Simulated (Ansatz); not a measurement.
# C6H2O2S2: the cost of one run

Method: the levels named in each step, in Ansatz 0.2.0.

### 1 The system as given

Bond lengths: C1–C2 1.204 Å, C2–C3 1.361 Å, C3–C4 1.204 Å, O5–C6 1.155 Å, C6–S7 1.537 Å, O8–C9 1.154 Å, C9–S10 1.537 Å, C1–H11 1.048 Å, C4–H12 1.048 Å. Angles: C1–C2–C3 179.4°, C2–C1–H11 179.8°, C2–C3–C4 179.4°, C3–C4–H12 179.5°, O5–C6–S7 179.3°, O8–C9–S10 179.0°.

Coordinates:

```xyz
12

C    -0.6719    0.6935    2.2303
C    -0.7896   -0.3484    1.6384
C    -0.9156   -1.5199    0.9582
C    -1.0244   -2.5504    0.3456
O     0.0469    0.5417   -1.5416
C    -1.1008    0.6346   -1.4503
S    -2.6285    0.7664   -1.3453
O     1.9523    1.6997    0.6117
C     2.1979    0.5884    0.4187
S     2.5471   -0.8892    0.1775
H    -0.5690    1.5991    2.7483
H    -1.1173   -3.4524   -0.1804
```

### 2 A rough first relaxation, PBE-D4/def2-SVP

This run stands in another session on the same molecule. It ended at:

```xyz
12

C    -0.6635    0.6325    2.2166
C    -0.8110   -0.4588    1.6684
C    -0.9752   -1.6636    1.0392
C    -1.1230   -2.7391    0.4609
O     0.0699    0.7116   -1.7770
C    -1.0867    0.7871   -1.5952
S    -2.6387    0.8900   -1.3579
O     1.9862    1.8057    0.6876
C     2.2754    0.6913    0.4589
S     2.6734   -0.8011    0.1609
H    -0.5277    1.5932    2.6931
H    -1.2519   -3.6859   -0.0444
```

### 3 Relaxation, PBE0-D4/def2-TZVP

This run stands in another session on the same molecule. It ended at:

```xyz
12

C    -0.6630    0.6009    2.2105
C    -0.8105   -0.4620    1.6633
C    -0.9782   -1.6571    1.0283
C    -1.1264   -2.7066    0.4562
O    -0.0305    0.6763   -1.7032
C    -1.1743    0.7742   -1.6019
S    -2.7196    0.9076   -1.4705
O     2.0810    1.8048    0.6582
C     2.3687    0.7023    0.4810
S     2.7635   -0.7843    0.2478
H    -0.5259    1.5421    2.6886
H    -1.2575   -3.6352   -0.0472
```

### 4 Relaxation, PBE0-D4/def2-SVP

The input, input.yaml:

```yaml
crystal:
  periodic: [false, false, false]
  atoms:
    - { symbol: C, position_ang: [-0.66304751, 0.60088474, 2.21053391] }
    - { symbol: C, position_ang: [-0.81048298, -0.46201211, 1.66326742] }
    - { symbol: C, position_ang: [-0.97820463, -1.65708465, 1.02827533] }
    - { symbol: C, position_ang: [-1.12637111, -2.70655927, 0.4561624] }
    - { symbol: O, position_ang: [-0.03052772, 0.67632802, -1.70322506] }
    - { symbol: C, position_ang: [-1.17432398, 0.77418861, -1.60191049] }
    - { symbol: S, position_ang: [-2.71957066, 0.90755294, -1.47050835] }
    - { symbol: O, position_ang: [2.08095859, 1.8047732, 0.65817619] }
    - { symbol: C, position_ang: [2.36869906, 0.7023151, 0.48104029] }
    - { symbol: S, position_ang: [2.76345509, -0.78430176, 0.2478276] }
    - { symbol: H, position_ang: [-0.52592152, 1.54212071, 2.68861455] }
    - { symbol: H, position_ang: [-1.25745264, -3.63521555, -0.04717378] }
basis:
  gaussian: { orbitals: def2-SVP }
hamiltonian:
  xc: pbe0
  dispersion: d4
relax:
  f_tol: 0.004
  max_steps: 80
```

Launch:

```console
> ansatz run input.yaml --threads 4 --pin off --max-ram 10240MiB --backend cpu --events-out ev --progress --plain --runs-dir out
```

**Question.** How long does this run take on 4 threads of Arm Neoverse V1, shared host, and how much memory does it need?

About 2.9 min, with a peak of 0.53 GiB.
